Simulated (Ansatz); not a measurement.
Crystal: SrAs2Ru2.

```
CELL_PARAMETERS angstrom
-2.08740 2.08740 5.70048
2.08740 -2.08740 5.70048
2.08740 2.08740 -5.70048
ATOMIC_POSITIONS crystal
Ru 0.75000 0.25000 0.50000
Ru 0.25000 0.75000 0.50000
Sr 0.00000 0.00000 0.00000
As 0.35678 0.35678 0.00000
As 0.64322 0.64322 0.00000
```

The cell is a database's computed one.

| Quantity | Value |
| --- | --- |
| Program | Ansatz 0.2.0 |
| Task | relaxation of cell and atoms |
| Functional | RPBE |
| Potentials or basis | Ansatz PAW |
| Cutoff | 420 eV (not typed: the program's choice for these potentials) |
| k mesh | 9 × 9 × 9 |
| Occupations | fermi-dirac, width 0.05 eV |
| Spin | no spin polarisation |

At the start: volume 19.87 Å³/atom.

Where does the relaxation end?

It ends after 6 steps and the volume is 20.72 Å³/atom (+4.3 %); space group I4/mmm (No. 139, to 0.05 Å).

Step by step:
```csv
step,energy change (eV),largest force (eV/Å),volume (Å³)
1,0.0000,0.4795,99.35
2,-0.0504,0.0945,104.89
3,-0.0577,0.0083,103.55
4,-0.0578,0.0009,103.53
5,-0.0579,0.0043,103.60
6,-0.0588,0.0045,103.60
```

Final structure:
```cif
data_structure
_symmetry_space_group_name_H-M 'P 1'
_symmetry_Int_Tables_number 1
_cell_length_a 6.5254
_cell_length_b 6.5254
_cell_length_c 6.5254
_cell_angle_alpha 142.213
_cell_angle_beta 142.213
_cell_angle_gamma 54.508
_cell_volume 103.60
loop_
_atom_site_label
_atom_site_type_symbol
_atom_site_fract_x
_atom_site_fract_y
_atom_site_fract_z
_atom_site_occupancy
Ru1 Ru 0.75000 0.25000 0.50000 1
Ru2 Ru 0.25000 0.75000 0.50000 1
Sr1 Sr 0.00000 0.00000 0.00000 1
As1 As 0.35659 0.35659 0.00000 1
As2 As 0.64341 0.64341 0.00000 1
```

Caveat: the plane-wave basis is chosen anew once the cell has moved, so the energies of steps on either side of that aren't comparable; the PAW data sets come from PBE, with cores solved anew for the run's functional, which leaves a small shift of forces and pressure.
